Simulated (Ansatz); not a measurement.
# H3In: the cost of one run

The runs use Ansatz 0.2.0, Gaussian basis; the settings change from run to run.

25 further runs of the same task are left out: 6 for a known fault of the program, 7 that didn't finish, 12 set aside as unsound or not needed.

## (1) The system

The geometry is a PBE0/def2-TZVP stationary point (not a proven minimum) of the parent state, kept for this charge and spin. No spin-orbit coupling is included. Elements past krypton take def2 core potentials.

4 atoms, charge 1, spin multiplicity 2.

Atoms are counted from 1 here; the program's logs count them from 0.

Bond lengths: In1–H2 1.760 Å, H3–H4 0.769 Å.

## (2) CISD/def2-TZVPP

Input file in.yaml:

```yaml
crystal:
  periodic: [false, false, false]
  atoms:
    - {symbol: In, position_ang: [0.000000, 0.017034, -0.038458]}
    - {symbol: H, position_ang: [0.000000, -1.726316, -0.276632]}
    - {symbol: H, position_ang: [0.384545, -0.107040, 2.328746]}
    - {symbol: H, position_ang: [-0.384545, -0.107040, 2.328746]}
basis:
  gaussian: {orbitals: def2-TZVPP, point_charges: [{charge: -1.00, position_ang: [4.460, -0.373, 0.741]}]}
total_charge: 1
magnetization: {spin_polarized: false, initial_magnetization: 1}
correlation: {active_space: {ras: {orbitals: [2, 1, 80], electrons: 5, max_holes: 2, max_particles: 2}, fixed_orbitals: true}}
accuracy: high
```

Launch:

```bash
ansatz run in.yaml --threads 1 --pin off --events-out ev --progress --plain --max-ram 2393MiB
```

Q: Estimate wall time and peak memory on 1 thread of Intel Xeon at 2.50GHz, shared host.

About 23 s, with a peak of 0.51 GiB.
